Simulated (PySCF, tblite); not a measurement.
# C4H9ClOSi: geometry, infrared bands and NMR shifts

Wanted: the infrared bands and NMR shifts of C4H9ClOSi (`C=C[C@@H](Cl)[SiH2]OC`), by calculation.

Programs: tblite 0.8.0 and PySCF 2.14.0, with density-fitted response routines of our own. Each step states its level of theory. These are calculated values for one molecule in the gas phase, unless marked as measured. Atoms are numbered from 0 throughout.

**1. The starting structure**

16 atoms, charge 0, multiplicity 1; geometry from: force field or distance geometry start.

Bonds of the start (Å): C0–C1 1.33, C1–C2 1.53, C2–Cl3 1.79, C2–Si4 1.87, Si4–O5 1.67, O5–C6 1.42, C0–H7 1.09, C0–H8 1.09, C1–H9 1.08, C2–H10 1.09, Si4–H11 1.48, Si4–H12 1.48, C6–H13 1.10, C6–H14 1.09, C6–H15 1.09.

**2. Geometry optimisation with GFN2-xTB**

What the job is given:

```
{"job": {"kind": "relax", "xc": "GFN2-xTB", "basis": "xTB"}, "charge": 0, "multiplicity": 1}
C     -2.641800     1.265500     0.173700
C     -2.027900     0.130200    -0.149100
C     -1.067500    -0.610700     0.782800
Cl    -1.777800    -2.221600     1.099400
Si     0.664100    -0.862700     0.132700
O      1.501500     0.561900    -0.121600
C      2.814600     0.484600    -0.668100
H     -3.320400     1.746300    -0.527300
H     -2.506500     1.752500     1.136100
H     -2.216700    -0.317800    -1.112700
H     -1.019100    -0.104500     1.748000
H      1.463500    -1.686700     1.070800
H      0.634900    -1.588300    -1.161300
H      2.803900     0.037900    -1.669400
H      3.480800    -0.077100    -0.006300
H      3.206800     1.499500    -0.739100
```

Run with:

```sh
> OMP_NUM_THREADS=1 python probes_run.py task.json out
```

The driver reads the jobs from task.json and runs them one after another.

**Question.** This job is followed by: GFN2-xTB harmonic vibrations, gas phase; GIAO PBE0/pcSseg-1 NMR shielding, non-relativistic, gas phase. Predict these results of the whole session: strongest single infrared mode (GFN2-xTB); zero-point energy (GFN2-xTB); 13C shifts against TMS (PBE0/pcSseg-1); 1H shifts against TMS (PBE0/pcSseg-1, means over atoms taken as alike); 35Cl shifts against HCl (PBE0/pcSseg-1); 29Si shifts against TMS (PBE0/pcSseg-1); 17O shifts against H2O (PBE0/pcSseg-1).

As calculated:

| quantity | value |
| --- | --- |
| strongest single infrared mode (GFN2-xTB) | 2246 cm⁻¹, 345 km/mol |
| zero-point energy (GFN2-xTB) | 73.7 kcal/mol |
| 13C shifts against TMS (PBE0/pcSseg-1) | 146.2, 122.8, 53.9, 51.2 ppm |
| 1H shifts against TMS (PBE0/pcSseg-1, means over atoms taken as alike) | 6.02, 5.52, 5.42, 4.64, 4.42, 3.81, 3.78 ppm |
| 35Cl shifts against HCl (PBE0/pcSseg-1) | 83 ppm |
| 29Si shifts against TMS (PBE0/pcSseg-1) | -29.5 ppm |
| 17O shifts against H2O (PBE0/pcSseg-1) | 5.0 ppm |

In words: Over 93 steps the energy fell by 0.241 eV; of the close pairs, Si4–O5 changed most, 1.672 to 1.616 Å. No mode is imaginary among the 42: a minimum at this level. The strongest single mode, at 2246 cm⁻¹, moves mainly H12 and H11. GFN2-xTB is a fitted tight-binding method: band positions and strengths are rough. Its intensities can rank the bands wrongly. C1 (alkene CH) lies farthest downfield among carbon, at 146.2 ppm; the olefinic region. H9 (hydrogen on an alkene CH) lies farthest downfield among hydrogen, at 6.02 ppm; olefinic region. At PBE0/pcSseg-1: Shielding is most anisotropic at Cl3 (span 426 ppm, paramagnetic term -280 ppm).
